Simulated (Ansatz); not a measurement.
**ClH4NSSi: basis-set convergence**

An exercise on one series of results from a longer session: the logs are not shown, and one member is left open.

The runs use Ansatz 0.2.0, Gaussian basis; one geometry, several basis sets.

Plan: PBE0-D4/def2-SVP; ωB97M-V/def2-SVP; PBE0-D4/def2-QZVPP; ωB97M-V/def2-QZVPP; the functionals' def2-TZVPP values are taken from earlier runs.

### The relaxed structure

All runs share one geometry, relaxed beforehand with PBE0-D4 in a triple-zeta def2 set.

SMILES `N[SiH](S)Cl`, 8 atoms, charge 0, spin multiplicity 1.

Atoms are counted from 1 here; the program's logs count them from 0.

Bond lengths: N1–Si2 1.694 Å, N1–H5 1.007 Å, N1–H6 1.007 Å, Si2–S3 2.123 Å, Si2–Cl4 2.069 Å, Si2–H7 1.477 Å, S3–H8 1.343 Å. Angles: Si2–N1–H5 120.7°, Si2–N1–H6 121.2°, H5–N1–H6 112.2°, N1–Si2–S3 105.5°, N1–Si2–Cl4 116.2°, N1–Si2–H7 107.7°, S3–Si2–Cl4 107.8°, S3–Si2–H7 115.1°, Cl4–Si2–H7 104.9°, Si2–S3–H8 94.3°.

The first run:

Contents of in.yaml:

```yaml
crystal:
  periodic: [false, false, false]
  atoms:
    - {symbol: N, position_ang: [-0.390697, 1.346840, 0.136246]}
    - {symbol: Si, position_ang: [0.361134, -0.128210, -0.221276]}
    - {symbol: S, position_ang: [0.079436, -1.340654, 1.498915]}
    - {symbol: Cl, position_ang: [-0.382953, -1.161788, -1.852455]}
    - {symbol: H, position_ang: [-0.138632, 2.186312, -0.359607]}
    - {symbol: H, position_ang: [-1.333984, 1.380522, 0.487700]}
    - {symbol: H, position_ang: [1.769348, 0.156120, -0.562220]}
    - {symbol: H, position_ang: [0.128447, -2.496241, 0.816998]}
basis:
  gaussian: {orbitals: def2-SVP}
hamiltonian: {xc: pbe0, dispersion: d4}
output: {orbitals: {seedname: orbitals}}
```

Command:

```bash
ansatz run in.yaml --threads 2 --pin off --events-out ev --progress --plain --max-ram 4352MiB
```

Steps of the session up to this table: PBE0-D4 in def2-SVP; ωB97M-V in def2-SVP; PBE0-D4 in def2-QZVPP; ωB97M-V in def2-QZVPP.

One table of the session follows, with a row left open; its other results are not shown here.

It belongs to the step «Density functionals: the series». 

| functional | basis | HOMO (eV) | LUMO (eV) |
| --- | --- | --- | --- |
| PBE0-D4 | def2-SVP | -7.54 | 0.55 |
| PBE0-D4 | def2-TZVPP | ? | ? |
| PBE0-D4 | def2-QZVPP | -7.75 | -0.08 |
| ωB97M-V | def2-SVP | -9.70 | 2.56 |
| ωB97M-V | def2-TZVPP | -9.91 | 1.88 |
| ωB97M-V | def2-QZVPP | -9.96 | 1.49 |

Q: Estimate the row for PBE0-D4, def2-TZVPP from the others.

The run gave: HOMO (eV): -7.71; LUMO (eV): 0.09. In the column «HOMO (eV)» it lies between PBE0-D4, def2-QZVPP (-7.75) and PBE0-D4, def2-SVP (-7.54).
